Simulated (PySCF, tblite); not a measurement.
**C2H7F3NSi2 radical: geometry, infrared bands and EPR parameters**

Wanted: the infrared bands and EPR parameters of C2H7F3NSi2 radical (`FC(F)(F)CN[SiH][SiH3]`), by calculation.

Programs: tblite 0.8.0 and PySCF 2.14.0, with density-fitted response routines of our own. Each step states its level of theory. These are calculated values for one molecule in the gas phase, unless marked as measured. Atoms count from 0, in the outputs and in this text.

## Step 1: The starting structure

15 atoms, charge 0, multiplicity 2; geometry from: force field or distance geometry start.

Bonds of the start (Å): F0–C1 1.40, C1–F2 1.38, C1–F3 1.39, C1–C4 1.51, C4–N5 1.44, N5–Si6 1.75, Si6–Si7 2.18, C4–H8 1.10, C4–H9 1.13, N5–H10 1.04, Si6–H11 1.45, Si7–H12 1.48, Si7–H13 1.47, Si7–H14 1.46.

## Step 2: Optimising the geometry with GFN2-xTB

What the job is given:

```
{"job": {"kind": "relax", "xc": "GFN2-xTB", "basis": "xTB"}, "charge": 0, "multiplicity": 2}
F     -2.151400     1.799000     0.375900
C     -2.114700     0.760800    -0.562400
F     -1.215300     1.097000    -1.556800
F     -3.387200     0.552500    -1.076500
C     -1.648400    -0.513800     0.090700
N     -0.327600    -0.431700     0.667100
Si     0.903800    -0.024100    -0.504200
Si     2.987900    -0.254700     0.099200
H     -2.325300    -0.899100     0.870500
H     -1.523900    -1.282700    -0.726800
H     -0.359800     0.299800     1.410600
H      0.579000    -0.278600    -1.890700
H      3.221900     0.312400     1.449900
H      3.857600     0.493100    -0.822300
H      3.499000    -1.621900     0.142600
```

The run is started by

```bash
$ OMP_NUM_THREADS=1 python probes_run.py task.json out
```

One launch serves the whole session: the jobs run in the order shown.

**Question.** This job is followed by: GFN2-xTB harmonic vibrations, gas phase; UKS B3LYP, pcH-1 on C F H N Si, non-relativistic, mean-field spin-orbit, GIAO. Predict these results of the whole session: strongest single infrared mode (GFN2-xTB); zero-point energy (GFN2-xTB); g(iso) (B3LYP); ⟨S²⟩; largest a(iso) (averaged by class); potential on the surface of density 0.002 e/bohr³, 1st and 99th percentile.

**Answer**, as computed:

| quantity | value |
| --- | --- |
| strongest single infrared mode (GFN2-xTB) | 782 cm⁻¹, 418 km/mol |
| zero-point energy (GFN2-xTB) | 55.6 kcal/mol |
| g(iso) (B3LYP) | 2.00289 |
| ⟨S²⟩ | 0.752 (exact 0.75) |
| largest a(iso) (averaged by class) | 29Si on Si6, -431.9 MHz |
| potential on the surface of density 0.002 e/bohr³, 1st and 99th percentile | -0.54 V and 1.84 V |

Relaxing lowered the energy by 0.893 eV in 107 steps; the close pair that moved most is Si6–Si7, from 2.182 to 2.284 Å. All 39 modes are real, so the xTB geometry is a minimum. The strongest single mode, at 782 cm⁻¹, moves mainly H12 and H13. Unscaled tight-binding wavenumbers are off by several per cent, some by more. Its intensities can rank the bands wrongly. Si6 carries the largest spin population, 0.75 e. The isotropic g lies 0.6 ppt above the free-electron value.
